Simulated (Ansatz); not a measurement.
# Ti4H3Pd2, space group P4/mmm: a single point from a YAML input

With Ansatz's Python interface.

The script reads `scf.yaml`:
```yaml
crystal:
  lattice:
    - [2.857158, 0.0, 0.0]
    - [0.0, 2.857158, 0.0]
    - [0.0, 0.0, 12.652595]
  atoms:
    - { symbol: Ti, position: [0.0, 0.0, 0.339059] }
    - { symbol: Ti, position: [0.0, 0.0, 0.660941] }
    - { symbol: Ti, position: [0.5, 0.5, 0.826507] }
    - { symbol: Ti, position: [0.5, 0.5, 0.173493] }
    - { symbol: H, position: [0.5, 0.5, 0.0] }
    - { symbol: H, position: [0.5, 0.5, 0.322854] }
    - { symbol: H, position: [0.5, 0.5, 0.677146] }
    - { symbol: Pd, position: [0.0, 0.0, 0.0] }
    - { symbol: Pd, position: [0.5, 0.5, 0.5] }
kpoints:
  mp_grid: { kspacing: 0.3 }
hamiltonian:
  xc: lda
scf:
  occupations: { method: fermi_dirac, width: 0.05 }
output:
  stress: true
  eigenvalues: true
```

At the Python prompt:
```pycon
>>> import ansatz as az
>>> import numpy as np
>>> import yaml
>>> with open("scf.yaml") as handle:
...     tree = yaml.safe_load(handle)
...
>>> print("sections:", list(tree))
sections: ['crystal', 'kpoints', 'hamiltonian', 'scf', 'output']
>>> out = az.Session.from_dict(tree).plan().execute()
DeckWarning: basis.ecutwfc = 420 eV, auto-derived from the records' recommended cutoffs: set by Ti (normal level)
>>> summary = out.report
>>> [(site.symbol, site.position_frac.round(4).tolist()) for site in out.lattice.sites]
[(<Element.TI: 'Ti'>, [0.0, 0.0, 0.3391]), (<Element.TI: 'Ti'>, [0.0, 0.0, 0.6609]), (<Element.TI: 'Ti'>, [0.5, 0.5, 0.8265]), (<Element.TI: 'Ti'>, [0.5, 0.5, 0.1735]), (<Element.H: 'H'>, [0.5, 0.5, 0.0]), (<Element.H: 'H'>, [0.5, 0.5, 0.3229]), (<Element.H: 'H'>, [0.5, 0.5, 0.6771]), (<Element.PD: 'Pd'>, [0.0, 0.0, 0.0]), (<Element.PD: 'Pd'>, [0.5, 0.5, 0.5])]
>>> print("%-22s %14.5f eV" % ("F = E - TS", summary["free_energy_ev"]))
F = E - TS               -23541.00007 eV
>>> print("%-22s %14.5f eV" % ("E", summary["internal_energy_ev"]))
E                        -23540.94321 eV
>>> print("%-22s %14.5f eV" % ("Harris-Foulkes", summary["harris_foulkes_ev"]))
Harris-Foulkes           -23541.00007 eV
>>> print("%-22s %14.5f eV" % ("Fermi level", summary["fermi_energy_ev"]))
Fermi level                  15.05576 eV
>>> # pressure is a third of the trace
>>> sigma = summary["stress_gpa"]
>>> voigt = [sigma[0][0], sigma[1][1], sigma[2][2], sigma[1][2], sigma[0][2], sigma[0][1]]
>>> print("stress xx yy zz yz xz xy (GPa):", " ".join(f"{s:.3f}" for s in voigt))
stress xx yy zz yz xz xy (GPa): -11.399 -11.399 -11.154 0.000 0.000 -0.000
>>> print("P =", round(10 * float(np.mean(voigt[:3])), 2), "kbar")
P = -113.18 kbar
>>> print("energy terms (eV)")
energy terms (eV)
>>> for term, value in summary["components"].items():
...     if abs(value) > 1e-9:
...         print(f"  {term:26s} {value:16.5f}")
...
  e_band                          -1000.30116
  e_kinetic                        2158.07553
  e_local                         -7580.87212
  e_nonlocal                        495.68307
  e_hartree                        3112.65855
  e_xc                             -751.12233
  e_vxc                            -947.27150
  e_paw                          -11242.17408
  e_vpaw                          -1351.22718
  e_augmentation_tail                -0.00246
  e_ewald                         -9735.85463
  e_core_change                       2.66527
  e_smearing                         -0.05686
```

Caveats:
- Total energies depend on the potentials; only differences at equal settings carry meaning. A total without «per atom» is that of the cell as typed.
- The energy terms are those on the plane-wave grid, with the one-centre PAW part apart; e_band, e_vxc and e_vpaw aren't summands of the total.
- For a metal this k-point mesh is coarse: on a finer one energies can move by several to tens of meV an atom and pressures by half a GPa or more, differences at one mesh by less.
- Only differences from the Fermi energy are physical; the zero of the scale is a convention.
- At these settings the cell as given stands under about -11 GPa, so it isn't at this functional's equilibrium volume.
- This cell is a computed structure, which may not be the phase found in nature.
- Levels are Kohn-Sham eigenvalues on this mesh, without spin-orbit coupling.
- Warnings are shown shortened and without file and line.
- Timing: 9.1 s on 1 thread of Intel(R) Xeon(R) Platinum 8488C (Sapphire Rapids) (shared host), peak memory 0.51 GiB.

(Lines on the test bed's own set-up are left out of the output.)
